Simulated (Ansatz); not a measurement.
# C₂H₈FHfN: basis-set convergence

One table from this session's results is given with a row withheld; the runs are named, their logs left out.

Method: one geometry, several basis sets; program: Ansatz 0.2.0, Gaussian basis.

The runs, in order: PBE0-D4/def2-SVP; ωB97M-V/def2-SVP; PBE0-D4/def2-QZVPP; ωB97M-V/def2-QZVPP; the functionals' def2-TZVPP values are taken from earlier runs.

### The relaxed structure

An earlier PBE0-D4 in a triple-zeta def2 set relaxation fixed the geometry. Hf takes the def2 core potential; no spin-orbit term is included.

SMILES `[CH3][Hf]([CH3])([NH2])[F]`, 13 atoms, charge 0, spin multiplicity 1.

Atoms are counted from 1 here; the program's logs count them from 0.

Bond lengths: C1–Hf2 2.223 Å, C1–H6 1.096 Å, C1–H7 1.097 Å, C1–H8 1.097 Å, Hf2–C3 2.223 Å, Hf2–N4 2.025 Å, Hf2–F5 1.912 Å, C3–H9 1.096 Å, C3–H10 1.097 Å, C3–H11 1.098 Å, N4–H12 1.012 Å, N4–H13 1.011 Å. Angles: Hf2–C1–H6 112.8°, Hf2–C1–H7 110.9°, Hf2–C1–H8 111.5°, H6–C1–H7 107.2°, H6–C1–H8 107.0°, H7–C1–H8 107.1°, C1–Hf2–C3 104.2°, C1–Hf2–N4 108.2°, C1–Hf2–F5 111.3°, C3–Hf2–N4 108.2°, C3–Hf2–F5 111.2°, N4–Hf2–F5 113.3°, Hf2–C3–H9 112.8°, Hf2–C3–H10 111.5°, Hf2–C3–H11 110.9°, H9–C3–H10 107.1°, H9–C3–H11 107.2°, H10–C3–H11 107.1° and more.

Set-up of the first run:

The input, in.yaml:

```yaml
crystal:
  periodic: [false, false, false]
  atoms:
    - {symbol: C, position_ang: [-1.723767, 0.145727, -0.903268]}
    - {symbol: Hf, position_ang: [0.293844, 0.620398, -0.099785]}
    - {symbol: C, position_ang: [1.440405, -1.266375, -0.359336]}
    - {symbol: N, position_ang: [0.114941, 0.983762, 1.884023]}
    - {symbol: F, position_ang: [1.103119, 2.060526, -1.062266]}
    - {symbol: H, position_ang: [-2.396098, 1.011282, -0.900698]}
    - {symbol: H, position_ang: [-1.658782, -0.212592, -1.938556]}
    - {symbol: H, position_ang: [-2.213161, -0.643331, -0.319287]}
    - {symbol: H, position_ang: [2.489373, -1.170918, -0.056500]}
    - {symbol: H, position_ang: [1.008208, -2.083525, 0.231120]}
    - {symbol: H, position_ang: [1.432919, -1.588066, -1.408668]}
    - {symbol: H, position_ang: [-0.290186, 0.331877, 2.543415]}
    - {symbol: H, position_ang: [0.399166, 1.811236, 2.389808]}
basis:
  gaussian: {orbitals: def2-SVP}
hamiltonian: {xc: pbe0, dispersion: d4}
output: {orbitals: {seedname: orbitals}}
```

On the command line:

```console
> ansatz run in.yaml --threads 2 --pin off --events-out ev --progress --plain --max-ram 32768MiB --backend cpu
```

Among the steps run: PBE0-D4 in def2-SVP; ωB97M-V in def2-SVP; PBE0-D4 in def2-QZVPP; ωB97M-V in def2-QZVPP.

One of the session's tables, all rows but one given; the rest of the session is left out.

It belongs to the step «Functionals by basis». 

```
functional       basis  HOMO (eV)
   PBE0-D4    def2-SVP      -7.22
   PBE0-D4  def2-TZVPP      -7.31
   PBE0-D4  def2-QZVPP      -7.33
   ωB97M-V    def2-SVP      -9.53
   ωB97M-V  def2-TZVPP          ?
   ωB97M-V  def2-QZVPP      -9.65
```

Q: Estimate the row for ωB97M-V, def2-TZVPP from the others.

**Answer.** HOMO (eV): -9.63. In the column «HOMO (eV)» it lies between ωB97M-V, def2-QZVPP (-9.65) and ωB97M-V, def2-SVP (-9.53).
